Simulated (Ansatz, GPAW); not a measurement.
## A script for NaI (GLLB-SC)

These are simulated results from GPAW 26.7.0, not measurements. The cell began as a measured structure and was relaxed with r2SCAN in plane waves (Ansatz 0.2.0). All runs are without spin polarisation.

It is cubic, Fm-3m (No. 225); a = 6.459 Å in the conventional setting, 33.69 Å³ an atom. Na has 6 I at 3.23 Å; I has 6 Na at 3.23 Å.

GLLB-SC is a model potential. Its fundamental gap is the Kohn-Sham gap plus a derivative discontinuity, which the script evaluates at the band edges among the listed k points. Its total energy isn't variational and serves nothing here.

run.py reads:

```python
import json
from ase import Atoms
from gpaw import GPAW, PW, FermiDirac

atoms = Atoms(['Na', 'I'],
              cell=[[0.0, 3.22962802, 3.22962802], [3.22962802, 0.0, 3.22962802], [3.22962802, 3.22962802, 0.0]],
              scaled_positions=[[0.0, 0.0, 0.0], [0.5, 0.5, 0.5]],
              pbc=True)
calc = GPAW(mode=PW(400), xc='GLLBSC', kpts={'size': (4, 4, 4), 'gamma': True},
            occupations=FermiDirac(0.02), maxiter=100, legacy_gpaw=True, txt='gpaw.txt')
atoms.calc = calc
res = {'energy': atoms.get_potential_energy(force_consistent=True)}
res['electrons'] = calc.get_number_of_electrons()
res['k'] = calc.get_ibz_k_points().tolist()
res['levels'] = [calc.get_eigenvalues(kpt=i).tolist() for i in range(len(res['k']))]
points = [[0.0, 0.0, 0.0], [0.5, 0.0, 0.5], [0.625, 0.25, 0.625], [0.375, 0.375, 0.75], [0.5, 0.5, 0.5], [0.5, 0.25, 0.75]]
bands = calc.fixed_density(kpts=points, symmetry='off', nbands=round(res['electrons']) // 2 + 6, convergence={'bands': -2}, txt='bands.txt')
res['points'] = [bands.get_eigenvalues(kpt=i).tolist() for i in range(len(points))]
homo, lumo = bands.get_homo_lumo()
potential = calc.hamiltonian.xc.response.calculate_discontinuity_potential(homo, lumo)
res['discontinuity'] = bands.hamiltonian.xc.response.calculate_discontinuity(potential)
json.dump(res, open('results.json', 'w'))
print('free energy (eV):', round(res['energy'], 5))
```

Command: `python run.py`. It took 11 s on 1 thread of Arm Neoverse V2, with other jobs on the host, peak memory 0.15 GiB.

The log gpaw.txt, trimmed of paths, versions and times, then the last line on the terminal. An iter line gives the energy in eV and the logarithms of the changes of orbitals (plane waves alone) and density (c: converged):

```
___ ___ ___ _ _ _
 |   |   |_  | | | |

 | | | | | . | | | |

 |__ |  _|___|_____|  26.7.0
 |___|_|

Input parameters:
  kpts: {gamma: True,
         size: (4, 4, 4)}
  maxiter: 100
  mode: {ecut: 400.0,
         name: pw}
  occupations: {fixmagmom: False,
                name: fermi-dirac,
                width: 0.02}
  xc: GLLBSC

System changes: positions, numbers, cell, pbc, initial_charges, initial_magmoms

Initialize ...

species:
  Na:
    name:    Sodium
    Z:       11.0
    valence: 7
    core:    4
    charge:  0.0  # [|e|]
    compensation charges:
      type: gauss
      rc: 0.37  # [Å]
      lmax: 2
    cutoffs:
      filter: 2.17  # [Å]
      core: 2.51  # [Å]
    projectors
    | kind |    occ | energy [eV] | rcut [Å] |

    |------|--------|-------------|----------|

    |   3s |  1.000 |      -3.912 |    1.201 |

    |   2p |  6.000 |     -30.109 |    1.217 |

    |   3p |  0.000 |      -2.230 |    1.217 |

    |    s |        |      23.299 |    1.201 |

    |    d |        |       0.000 |    1.238 |

    Using partial waves for Na as LCAO basis

  I:
    name:    Iodine
    Z:       53.0
    valence: 7
    core:    46
    charge:  0.0  # [|e|]
    compensation charges:
      type: gauss
      rc: 0.37  # [Å]
      lmax: 2
    cutoffs:
      filter: 2.06  # [Å]
      core: 2.96  # [Å]
    projectors
    | kind |    occ | energy [eV] | rcut [Å] |

    |------|--------|-------------|----------|

    |   5s |  2.000 |     -20.049 |    1.164 |

    |   5p |  5.000 |     -10.166 |    1.164 |

    |    s |        |       7.162 |    1.164 |

    |    p |        |      17.045 |    1.164 |

    |    d |        |       0.000 |    1.164 |

    Using partial waves for I as LCAO basis

Reference energy: -197867.150427  # eV

Spin-paired calculation

Convergence criteria:
 Maximum [total energy] change in last 3 cyles: 0.0005 eV / valence electron
 Maximum integral of absolute [dens]ity change: 0.0001 electrons / valence electron
 Maximum integral of absolute [eigenst]ate change: 4e-08 eV^2 / valence electron
 Maximum number of scf [iter]ations: 100
 (Square brackets indicate name in SCF output, whereas a 'c' in
 the SCF output indicates the quantity has converged.)

Symmetries present (total): 48

  ( 1  0  0)  ( 1  0  0)  ( 1  0  0)  ( 1  0  0)  ( 1  0 -1)  ( 1  0 -1)
  ( 1  0 -1)  ( 1 -1  0)  ( 0  1  0)  ( 0  0  1)  ( 1  0  0)  ( 1 -1  0)
  ( 1 -1  0)  ( 1  0 -1)  ( 0  0  1)  ( 0  1  0)  ( 1 -1  0)  ( 1  0  0)

  ( 1  0 -1)  ( 1  0 -1)  ( 1 -1  0)  ( 1 -1  0)  ( 1 -1  0)  ( 1 -1  0)
  ( 0  1 -1)  ( 0  0 -1)  ( 1  0  0)  ( 1  0 -1)  ( 0 -1  1)  ( 0 -1  0)
  ( 0  0 -1)  ( 0  1 -1)  ( 1  0 -1)  ( 1  0  0)  ( 0 -1  0)  ( 0 -1  1)

  ( 0  1  0)  ( 0  1  0)  ( 0  1  0)  ( 0  1  0)  ( 0  1 -1)  ( 0  1 -1)
  ( 1  0  0)  ( 0  1 -1)  ( 0  0  1)  (-1  1  0)  ( 1  0 -1)  ( 0  1  0)
  ( 0  0  1)  (-1  1  0)  ( 1  0  0)  ( 0  1 -1)  ( 0  0 -1)  (-1  1  0)

  ( 0  1 -1)  ( 0  1 -1)  ( 0  0  1)  ( 0  0  1)  ( 0  0  1)  ( 0  0  1)
  ( 0  0 -1)  (-1  1  0)  ( 1  0  0)  ( 0  1  0)  ( 0 -1  1)  (-1  0  1)
  ( 1  0 -1)  ( 0  1  0)  ( 0  1  0)  ( 1  0  0)  (-1  0  1)  ( 0 -1  1)

  ( 0  0 -1)  ( 0  0 -1)  ( 0  0 -1)  ( 0  0 -1)  ( 0 -1  1)  ( 0 -1  1)
[... 4 lines left out ...]
  ( 0 -1  0)  (-1  0  1)  ( 1 -1  0)  ( 0  0 -1)  ( 0 -1  1)  (-1  0  0)
  ( 1 -1  0)  ( 0  0  1)  ( 0 -1  1)  (-1  0  0)  ( 1 -1  0)  ( 0  0 -1)

  (-1  1  0)  (-1  1  0)  (-1  1  0)  (-1  1  0)  (-1  0  1)  (-1  0  1)
  ( 0  1  0)  ( 0  1 -1)  (-1  0  1)  (-1  0  0)  ( 0  0  1)  ( 0 -1  1)
  ( 0  1 -1)  ( 0  1  0)  (-1  0  0)  (-1  0  1)  ( 0 -1  1)  ( 0  0  1)

  (-1  0  1)  (-1  0  1)  (-1  0  0)  (-1  0  0)  (-1  0  0)  (-1  0  0)
  (-1  1  0)  (-1  0  0)  ( 0  0 -1)  ( 0 -1  0)  (-1  1  0)  (-1  0  1)
  (-1  0  0)  (-1  1  0)  ( 0 -1  0)  ( 0  0 -1)  (-1  0  1)  (-1  1  0)

64 k-points: 4 x 4 x 4 Monkhorst-Pack grid + [1/8,1/8,1/8]
8 k-points in the irreducible part of the Brillouin zone
       k-points in crystal coordinates                weights
   0:     0.00000000    0.00000000    0.00000000          1/64
   1:     0.25000000    0.25000000    0.00000000          6/64
   2:     0.25000000    0.25000000    0.25000000          8/64
   3:     0.50000000    0.25000000   -0.25000000          6/64
   4:     0.50000000    0.25000000    0.25000000         12/64
   5:     0.50000000    0.50000000    0.00000000          3/64
   6:     0.50000000    0.50000000    0.25000000         24/64
   7:     0.50000000    0.50000000    0.50000000          4/64

Wave functions: Plane wave expansion
  Cutoff energy: 400.000 eV
  Number of coefficients (min, max): 1211, 1243
  Pulay-stress correction: 0.000000 eV/Ang^3 (de/decut=0.000000)
  Using FFTW library
  ScaLapack parameters: grid=1x1, blocksize=None
  Wavefunction extrapolation:
    Improved wavefunction reuse through dual PAW basis

Occupation numbers: Fermi-Dirac:
  width: 0.0200  # eV

Eigensolver
   Davidson(niter=2)

Densities:
  Coarse grid: 24*24*24 grid
  Fine grid: 48*48*48 grid
  Total Charge: 0.000000

Density mixing:
  Method: separate
  Backend: msr1
  Linear mixing parameter: 0.05
  old densities: 10
  Width of damping distribution: 1.1
  Damping of long wavelength oscillations: 20

Hamiltonian:
  XC and Coulomb potentials evaluated on a 48*48*48 grid
  Using the GLLBSC Exchange-Correlation functional
  External potential:
    NoExternalPotential

XC parameters: GLLBSC functional being used consists of
  -----------------------------------------------------------------------
  | Weight | Module     | Description                                   |

  -----------------------------------------------------------------------
  |  1.000 | SCREENING  | GGA_X_PBE_SOL with 2 nearest neighbor stencil |

  |  1.000 | RESPONSE   | eps=0.0500 eV                                 |

  |  1.000 | XC         | GGA_C_PBE_SOL with 2 nearest neighbor stencil |

  -----------------------------------------------------------------------

Memory estimate:
  Process memory now: 112.88 MiB
  Calculator: 12.43 MiB
    Density: 6.47 MiB
      Arrays: 2.74 MiB
      Localized functions: 1.62 MiB
      Mixer: 2.11 MiB
    Hamiltonian: 1.83 MiB
      Arrays: 1.79 MiB
      XC: 0.00 MiB
      Poisson: 0.00 MiB
      vbar: 0.04 MiB
    Wavefunctions: 4.13 MiB
      Arrays psit_nG: 1.67 MiB
      Eigensolver: 0.32 MiB
      Projections: 0.03 MiB
      Projectors: 1.42 MiB
      PW-descriptor: 0.68 MiB

Total number of cores used: 1

Number of atoms: 2
Number of atomic orbitals: 11
Number of bands in calculation: 11
Number of valence electrons: 14
Bands to converge: occupied

... initialized

Initializing position-dependent things.

Density initialized from atomic densities
Creating initial wave functions:
  11 bands from LCAO basis set
Positions:
   0 Na     0.000000    0.000000    0.000000    ( 0.0000,  0.0000,  0.0000)
   1 I      3.229628    3.229628    3.229628    ( 0.0000,  0.0000,  0.0000)

Unit cell:
           periodic     x           y           z      points  spacing
  1. axis:    yes    0.000000    3.229628    3.229628    24     0.1554
  2. axis:    yes    3.229628    0.000000    3.229628    24     0.1554
  3. axis:    yes    3.229628    3.229628    0.000000    24     0.1554

  Lengths:   4.567384   4.567384   4.567384
  Angles:   60.000000  60.000000  60.000000

Effective grid spacing dv^(1/3) = 0.1695

iter:   1    -5.925586
iter:   2    -6.109631   -1.44  -1.54
iter:   3    -6.015570   -2.70  -1.46
iter:   4    -5.948353   -2.89  -1.48
iter:   5    -5.896580   -2.83  -1.69
iter:   6    -5.874906   -2.68  -1.77
iter:   7    -5.879229   -3.90  -1.69
iter:   8    -5.869566   -3.37  -1.52
iter:   9    -5.850528   -3.93  -1.41
iter:  10    -5.856584   -5.20  -1.38
iter:  11    -5.856409c  -6.21  -1.38
iter:  12    -5.849755c  -5.22  -1.38
iter:  13    -5.849224   -3.60  -1.37
iter:  14    -5.849052c  -3.30  -1.47
iter:  15    -5.852483c  -3.11  -1.63
iter:  16    -5.847800c  -3.30  -1.94
iter:  17    -5.831165   -4.65  -2.61
iter:  18    -5.818308   -5.25  -2.98
iter:  19    -5.819376   -5.90  -3.46
iter:  20    -5.818801c  -6.89  -4.03c
iter:  21    -5.819097c  -7.71c -4.40c

Converged after 21 iterations.

Energy contributions relative to reference atoms: (reference = -197867.150427)

Kinetic:        +39.802225
Potential:      -38.129209
External:        +0.000000
XC:              -8.023068
Entropy (-ST):   -0.000000
Local:           +0.530955
SIC:             +0.000000
--------------------------
Free energy:     -5.819097
Extrapolated:    -5.819097

GLLBSC response reference energy: -0.94408 eV (from HOMO)

Showing only first 2 kpts
 Kpt  Band  Eigenvalues  Occupancy
  0     5     -0.94364    2.00000
  0     6     -0.94364    2.00000
  0     7      3.61625    0.00000
  0     8      9.85331    0.00000

  1     5     -1.33620    2.00000
  1     6     -1.33620    2.00000
  1     7      5.21770    0.00000
  1     8      5.64538    0.00000

Fermi level: -0.08969

Gap: 4.560 eV
Transition (v -> c):
  (s=0, k=0, n=6, [0.00, 0.00, 0.00]) -> (s=0, k=0, n=7, [0.00, 0.00, 0.00])
No difference between direct/indirect transitions

free energy (eV): -5.8191
```

The gap in the log is over the mesh alone; results.json adds the listed points. GLLB-SC gives a gap of 6.71 eV (4.560 eV Kohn-Sham over the listed points plus 2.149 eV discontinuity). On the same cell, plane-wave PBE (Ansatz, 8×8×8 k points and the special points) gives a gap of 3.66 eV and r2SCAN a gap of 4.45 eV; on shared hosts these took about 2.8 and 6.1 core-seconds on the 2-atom cell, against 11 for the script. Spin-orbit coupling, left out in all these runs, can cut or reorder the gap by tenths of an eV, up to about 1 eV with Pb or Bi.

Spin-orbit coupling is left out, which matters wherever the heavy atoms make up the band edges.
